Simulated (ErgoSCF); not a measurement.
**CdH2 (SMILES [H][Cd][H]): levels of theory compared**

Wanted: a comparison of 4 runs (HF/STO-3G, HF/3-21G, BHLYP/STO-3G, BP86/STO-3G) of CdH2. 

Program for the calculation: ErgoSCF 3.8.

11 further runs of the same task are left out: 9 that didn't finish, 2 set aside as unsound or not needed.

### Step 1. The structure to begin with

The species is CdH2 (3 atoms), meant as a singlet with charge 0. As SMILES, `[H][Cd][H]`. Geometry: a GFN2-xTB relaxation, a rough one for these elements and not checked as a minimum.

Bond lengths: Cd1–H2 1.657 Å, Cd1–H3 1.658 Å. Angles: H2–Cd1–H3 180.0°.

### Step 2. A single-point energy at HF/STO-3G (run 1)

Input file input.xyz:

```xyz
3

Cd     0.000260     0.000150     0.000510
H     -0.017450    -0.021530     1.657160
H      0.017190     0.021380    -1.657670
```

Input file input.ego:

```
set_nthreads("env")
molecule "input.xyz"
scf.use_diagonalization = 1
scf.max_number_of_iterations = 120
scf.output_mulliken_pop = 1
basis = "STO-3G"
charge = 0
tmpdir = "."
run "HF"
```

The basis set STO-3G is read from a file made from the Basis Set Exchange's data (not shown).

Started as:

```
$ ergo input.ego
```

What it wrote:

```text
[...]
INSC SCF_general constructor, number of basis functions: 29
[...]
INSC Energy   1 =      -5422.11776051671
[...]
INDE E_LUMO =          0.32308348081
[...]
INSC Energy   9 =      -5412.72475502685  ( diff      0.000000000010004 )
[...]
RESC CONVERGED after   9 iterations.
RESC FINAL ENERGY:      -5412.72475502685
[...]
INSC SCF: dipole_moment_x [atomic units] =       0.00055927
INSC SCF: dipole_moment_y [atomic units] =       0.00032488
INSC SCF: dipole_moment_z [atomic units] =       0.00076911
[...]
```

Wall time 3.9 s (1 thread of Arm Neoverse N1, shared host).

### Step 3. A single-point energy at HF/3-21G (run 2)

Input file molecule.xyz:

```xyz
3

Cd     0.000260     0.000150     0.000510
H     -0.017450    -0.021530     1.657160
H      0.017190     0.021380    -1.657670
```

Input file run.inp:

```
# CdH2
set_nthreads(1)
tmpdir = "."
scf.max_number_of_iterations = 120
scf.output_mulliken_pop = 1
basis = "3-21G"
scf.use_diagonalization = 1
molecule "molecule.xyz"
run "HF"
```

The basis set 3-21G is read from a file made from the Basis Set Exchange's data (not shown).

Started as:

```
$ ergo run.inp
```

What it wrote:

```text
[...]
INSC SCF_general constructor, number of basis functions: 40
[...]
INSC Energy   1 =      -4250.08761453897
[...]
INDE E_LUMO =          0.04249867681
[...]
INSC Energy  15 =      -5440.91935084766  ( diff      0.000000000014552 )
[...]
RESC CONVERGED after  15 iterations.
RESC FINAL ENERGY:      -5440.91935084766
[...]
INSC SCF: dipole_moment_x [atomic units] =       0.00064026
INSC SCF: dipole_moment_y [atomic units] =       0.00036950
INSC SCF: dipole_moment_z [atomic units] =       0.00123836
[...]
```

Wall time 6.9 s (1 thread of Arm Neoverse N1, shared host).

Run 3 isn't shown in full; the table further down has it.

### Step 4. The energy at BP86/STO-3G (run 4)

Edit input.xyz of step 2 so:

```diff
@@ -1,3 +1,3 @@
 3
-
+CdH2
 Cd     0.000260     0.000150     0.000510
```

Input file run.inp:

```
# CdH2, BP86
set_nthreads(1)
molecule "input.xyz"
basis = "STO-3G"
charge = 0
scf.max_number_of_iterations = 120
XC.angint = 41
XC.radint = 1e-11
spin_polarization = 0
scf.output_mulliken_pop = 1
scf.use_diagonalization = 1
XC.sparse_mode = 0
tmpdir = "."
run "BP86"
```

The basis set STO-3G is read from a file made from the Basis Set Exchange's data (not shown).

Started as:

```
$ ergo < run.inp
```

What it wrote:

```text
[...]
INDF Weighted mixed functional:
[...]
INSC Energy   1 =      -5419.23379922090
[...]
INDE E_LUMO =          0.12091351520
[...]
INSC Energy  14 =      -5415.09159944193  ( diff      0.000000000007276 )
[...]
RESC CONVERGED after  14 iterations.
RESC FINAL ENERGY:      -5415.09159944193
[...]
INSC SCF: dipole_moment_x [atomic units] =       0.00035743
INSC SCF: dipole_moment_y [atomic units] =       0.00020648
INSC SCF: dipole_moment_z [atomic units] =       0.00066061
[...]
```

Run time: 4.8 s. Hardware: 1 thread of Arm Neoverse N1, shared host.

### Step 5. The series

| run | level | solver | iteration cap | energy (Eh) | dipole moment (D) | wall time |
| --- | --- | --- | --- | --- | --- | --- |
| 1 | HF/STO-3G | diagonalisation | 120 | -5412.724755 | 0.00 | 3.9 s |
| 2 | HF/3-21G | diagonalisation | 120 | -5440.919351 | 0.00 | 6.9 s |
| 3 | BHLYP/STO-3G | purification | 150 | -5414.879540 | 0.00 | 4.2 s |
| 4 | BP86/STO-3G | diagonalisation | 120 | -5415.091599 | 0.00 | 4.8 s |

### Step 6. Summary of results

| quantity | value |
| --- | --- |
| run 4: total energy | -5415.09160 Eh |
| run 4: dipole moment | 0.00 D |

Totals of different functionals can't be ranked against each other. In runs 1, 3, 4 the basis is minimal, so the values are rough. In runs 1, 2, 3, 4 relativity is left out where basis or elements ask for it. All runs together took 20 s, the longest 6.9 s.
